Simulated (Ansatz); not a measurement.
# CH7FSi2 (SMILES F[SiH2]C[SiH3]) at MP2/6-31G(d) (spherical functions)

Aim: the electronic atomisation energy of CH7FSi2 at MP2/6-31G* (spherical functions), from 5 runs. 

Program for the calculation: Ansatz 0.2.0.

58 further runs of the same task are left out: 1 that didn't finish, 57 set aside as unsound or not needed.

## 1. The molecule

The species is CH7FSi2 (11 atoms), meant as a singlet with charge 0. SMILES: `F[SiH2]C[SiH3]`. The coordinates come from a PBE0-D4/def2-TZVP relaxation. This is one conformer, not always the lowest.

Bond lengths: F1–Si2 1.604 Å, Si2–C3 1.854 Å, C3–Si4 1.877 Å, Si2–H5 1.484 Å, Si2–H6 1.484 Å, C3–H7 1.097 Å, C3–H8 1.095 Å, Si4–H9 1.485 Å, Si4–H10 1.488 Å, Si4–H11 1.487 Å. Some angles: F1–Si2–C3 109.3°, Si2–C3–Si4 115.3°, F1–Si2–H5 107.5°, F1–Si2–H6 107.1°, C3–Si2–H5 110.7°, C3–Si2–H6 112.0°, Si2–C3–H7 107.4°, Si2–C3–H8 109.5°, Si4–C3–H7 108.3°, Si4–C3–H8 109.0°.

## 2. The energy at MP2/6-31G(d) (spherical functions)

molecule.yaml reads:

```yaml
basis:
  gaussian:
    orbitals: 6-31G_st_-spherical.json
crystal:
  periodic: [false, false, false]
  atoms:
    - {symbol: F, position_ang: [-1.629100, 1.667400, 0.202000]}
    - {symbol: Si, position_ang: [-0.069200, 1.498400, 0.534400]}
    - {symbol: C, position_ang: [0.349200, -0.305900, 0.605500]}
    - {symbol: Si, position_ang: [-0.157200, -1.306900, -0.899700]}
    - {symbol: H, position_ang: [0.694000, 2.172900, -0.545000]}
    - {symbol: H, position_ang: [0.175700, 2.177500, 1.831400]}
    - {symbol: H, position_ang: [1.437100, -0.385200, 0.722600]}
    - {symbol: H, position_ang: [-0.101300, -0.751100, 1.498900]}
    - {symbol: H, position_ang: [-1.636400, -1.388400, -0.995700]}
    - {symbol: H, position_ang: [0.369900, -0.665700, -2.134100]}
    - {symbol: H, position_ang: [0.392600, -2.686000, -0.812200]}
accuracy: high
correlation:
  method: mp2
  frozen_orbitals: {C: 1, F: 1, H: 0, Si: 5}
```

The basis set 6-31G* is read from a file made from the Basis Set Exchange's data (not shown).

Command:

```sh
$ ansatz run molecule.yaml --threads 1 --pin off --max-ram 3480MiB --events-out events.jsonl --progress --plain --runs-dir runs
```

Output:

```text
Warning: RAYON_NUM_THREADS=1 ignored (pool sized by the plan → 1); use --threads N
Functional definition: HF
  name "HF"
  exchange = exact_x
  correlation = 0
1847 factors; integrals over basis functions are off by at most 3.6e-9 eV
mean field evaluation 1: about -19570.0320 eV, gradient 3.0e1 eV
mean field evaluation 2: about -19570.1428 eV, gradient 3.0e1 eV
mean field evaluation 4: about -19572.4536 eV, gradient 2.9e0 eV
mean field evaluation 8: about -19572.4849 eV, gradient 1.6e-1 eV
mean field -19572.48500601 eV, -719.2755572639 hartree, gradient 2.6e-8 eV, S^2 0.000000; 0 other end points of the search recorded, 0 dependent functions left out
12 core orbitals not correlated: weight in the atoms' cores, before any rotation towards them, 1.000 or more for the frozen orbitals, at most 0.000 for the correlated occupied ones
reference -19572.48500601 eV, -719.2755572639 hartree; 13, 13 occupied and 53, 53 virtual orbitals, 1847 factors
second order -12.47814613 eV of doubles, -0.00000000 eV of singles
Total energy: -19584.96315214 eV, -719.7341206763 hartree
```

Run time: 2.9 s. Hardware: 1 thread of Arm Neoverse V1, shared host; peak memory 0.21 GiB.

## 3. The C atom, same level

in.yaml reads:

```yaml
crystal:
  periodic: [false, false, false]
  atoms:
    - {symbol: C, position_ang: [0.000000, 0.000000, 0.000000]}
basis:
  gaussian:
    orbitals: 6-31G_st_-spherical.json
magnetization:
  spin_polarized: true
  initial_magnetization: 2
correlation:
  method: mp2
  frozen_orbitals: {C: 1}
accuracy: high
```

The basis set 6-31G* is read from a file made from the Basis Set Exchange's data (not shown).

Run the same way, it converges to -37.73144 Eh (log not shown).

## 4. The F atom, same level

molecule.yaml reads:

```yaml
basis:
  gaussian: {orbitals: 6-31G_st_-spherical.json}
crystal:
  periodic: [false, false, false]
  atoms:
    - symbol: F
      position_ang: [0.000000, 0.000000, 0.000000]
accuracy: high
magnetization: {spin_polarized: true, initial_magnetization: 1}
correlation: {method: mp2, frozen_orbitals: {F: 1}}
total_charge: 0
```

The basis set 6-31G* is read from a file made from the Basis Set Exchange's data (not shown).

Command:

```sh
$ ansatz run molecule.yaml --threads 1 --pin off --max-ram 3480MiB --events-out events.jsonl --progress --plain --runs-dir runs
```

Output:

```text
Warning: RAYON_NUM_THREADS=1 ignored (pool sized by the plan → 1); use --threads N
Functional definition: HF
  name "HF"
  exchange = exact_x
  correlation = 0
93 factors; integrals over basis functions are off by at most 1.9e-9 eV
mean field evaluation 1: about -2703.6782 eV, gradient 6.2e0 eV
mean field evaluation 2: about -2703.6787 eV, gradient 6.2e0 eV
mean field evaluation 4: about -2703.8146 eV, gradient 5.6e-1 eV
mean field evaluation 8: about -2703.8162 eV, gradient 5.7e-4 eV
mean field evaluation 16: about -2703.8162 eV, gradient 8.0e-3 eV
mean field evaluation 32: about -2703.8162 eV, gradient 1.8e-4 eV
mean field -2703.81618324 eV, -99.3634120218 hartree, gradient 2.4e-8 eV, S^2 0.752626; 3 other end points of the search recorded, 0 dependent functions left out
1 core orbitals not correlated: weight in the atoms' cores, before any rotation towards them, 1.000 or more for the frozen orbitals, at most 0.000 for the correlated occupied ones
reference -2703.81618324 eV, -99.3634120218 hartree; 4, 3 occupied and 9, 10 virtual orbitals, 93 factors
second order -3.31757323 eV of doubles, -0.00000000 eV of singles
Total energy: -2707.13375648 eV, -99.4853305893 hartree
```

Wall time 0.06 s (1 thread of Arm Neoverse V1, shared host).

## 5. The H atom: the energy at UHF/6-31G(d) (spherical functions)

run.yaml reads:

```yaml
basis:
  gaussian:
    orbitals: "6-31G*"
crystal:
  periodic: [false, false, false]
  atoms:
    - {symbol: H, position_ang: [0.000000, 0.000000, 0.000000]}
magnetization:
  spin_polarized: true
  initial_magnetization: 1
hamiltonian:
  xc: hf
accuracy: high
```

Run the same way, it converges to -0.49823 Eh (log not shown).

## 6. The Si atom at the same level

job.yaml reads:

```yaml
crystal:
  periodic: [false, false, false]
  atoms:
    - {symbol: Si, position_ang: [0.000000, 0.000000, 0.000000]}
basis:
  gaussian: {orbitals: 6-31G_st_-spherical.json}
magnetization: {spin_polarized: true, initial_magnetization: 2}
correlation: {method: mp2, frozen_orbitals: {Si: 5}}
accuracy: high
```

The basis set 6-31G* is read from a file made from the Basis Set Exchange's data (not shown).

Run the same way, it converges to -288.87085 Eh (log not shown).

## 7. Results

At MP2/6-31G* (spherical functions), 12 core orbitals frozen:

| quantity | value |
| --- | --- |
| molecule: total energy | -719.73412 Eh |
| molecule: correlation energy (12 core orbitals frozen) | -458.6 mEh |
| C atom: total energy | -37.73144 Eh |
| C atom: correlation energy (1 core orbital frozen) | -50.9 mEh |
| C atom: ⟨S²⟩ of the reference determinant | 2.005 |
| F atom: total energy | -99.48533 Eh |
| F atom: correlation energy (1 core orbital frozen) | -121.9 mEh |
| F atom: ⟨S²⟩ of the reference determinant | 0.753 |
| H atom: total energy | -0.49823 Eh |
| H atom: ⟨S²⟩ | 0.750 |
| Si atom: total energy | -288.87085 Eh |
| Si atom: correlation energy (5 core orbitals frozen) | -39.8 mEh |
| Si atom: ⟨S²⟩ of the reference determinant | 2.006 |
| electronic atomisation energy | 35.049 eV |

**Reading.** Taking the molecule apart into free atoms costs 35.05 eV (808 kcal/mol), before zero-point energy and without spin-orbit coupling.
